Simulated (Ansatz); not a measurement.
# SiGeH₂ (triplet): B2PLYP, RPA-PBE over vertical spin and charge gaps, cc-pVDZ

Aim: run SiGeH₂ (triplet) with these functionals over vertical spin and charge gaps, and hold them against the top wave-function level at the same points.

The runs use Ansatz 0.2.0, Gaussian basis; cc-pVDZ, all electrons in the functionals, frozen cores in the correlation of double hybrids and RPA.

The runs, in order: B2PLYP, RPA-PBE, at charge 0, triplet; charge 0, singlet; charge 0, quintet; charge 1, doublet; charge 1, quartet.

**1. What is computed**

The geometry is a PBE0/def2-TZVP stationary point (not a proven minimum). No spin-orbit coupling is included. The filled d shell of Ge may be among the frozen orbitals whatever the setting's name suggests; the logs give the count.

4 atoms, charge 0, spin multiplicity 3.

Atoms are counted from 1 here; the program's logs count them from 0.

Bond lengths: Si1–Ge2 2.341 Å, Si1–H3 1.514 Å, Ge2–H4 1.581 Å. Angles: Ge2–Si1–H3 106.8°, Si1–Ge2–H4 101.4°.

No dispersion term is added.

The geometry shown and the zero of energy belong to the point charge 0, triplet. The yardstick, RCCSDTQ, and other wave-function levels (R restricted, U unrestricted, valence and pair active spaces) come from earlier runs.

**2. B2PLYP, charge 0, triplet**

Contents of in.yaml:

```yaml
crystal:
  periodic: [false, false, false]
  atoms:
    - {symbol: Si, position_ang: [0.000000, -0.139453, 1.671406]}
    - {symbol: Ge, position_ang: [0.000000, 0.056604, -0.661833]}
    - {symbol: H, position_ang: [0.000000, 1.267918, 2.228287]}
    - {symbol: H, position_ang: [0.000000, -1.461483, -1.103914]}
basis:
  gaussian: {orbitals: cc-pVDZ}
magnetization: {spin_polarized: true, initial_magnetization: 2}
hamiltonian: {xc: {name: B2PLYP}}
correlation: {electrons: outside_noble_gas}
```

Command:

```console
ansatz run in.yaml --threads 1 --pin off --events-out ev --progress --plain --max-ram 4096MiB --backend cpu
```

Further steps of the session: B2PLYP, charge 0, singlet; B2PLYP, charge 0, quintet; B2PLYP, charge 1, doublet; B2PLYP, charge 1, quartet; RPA-PBE, charge 0, triplet; RPA-PBE, charge 0, singlet; RPA-PBE, charge 0, quintet; RPA-PBE, charge 1, doublet; RPA-PBE, charge 1, quartet.

**Question.** What will the summary of the whole plan be? Wanted: triplet to singlet, RCCSDTQ; triplet to quintet, RCCSDTQ; ionisation to the doublet cation, RCCSDTQ; ionisation to the quartet cation, RCCSDTQ; largest miss, B2PLYP; largest miss, RPA-PBE.

The runs gave:

| quantity | value |
| --- | --- |
| triplet to singlet, RCCSDTQ | 18.1 kJ/mol |
| triplet to quintet, RCCSDTQ | 254.0 kJ/mol |
| ionisation to the doublet cation, RCCSDTQ | 753.4 kJ/mol |
| ionisation to the quartet cation, RCCSDTQ | 868.5 kJ/mol |
| largest miss, B2PLYP | +23.2 kJ/mol (ionisation to the doublet cation) |
| largest miss, RPA-PBE | +16.8 kJ/mol (triplet to quintet) |

In words: Of the functionals, RPA-PBE keep the smallest largest miss at the points compared (at most 16.8 kJ/mol) and B2PLYP strays most (23.2 kJ/mol, at ionisation to the doublet cation). B2PLYP, RPA-PBE clearly break the spin symmetry at some points (⟨S²⟩ up to 1.12 above the pure value), so energy there is bought with a mixed spin. Functionals and the yardstick converge differently with the basis, so part of each miss in cc-pVDZ is the basis.
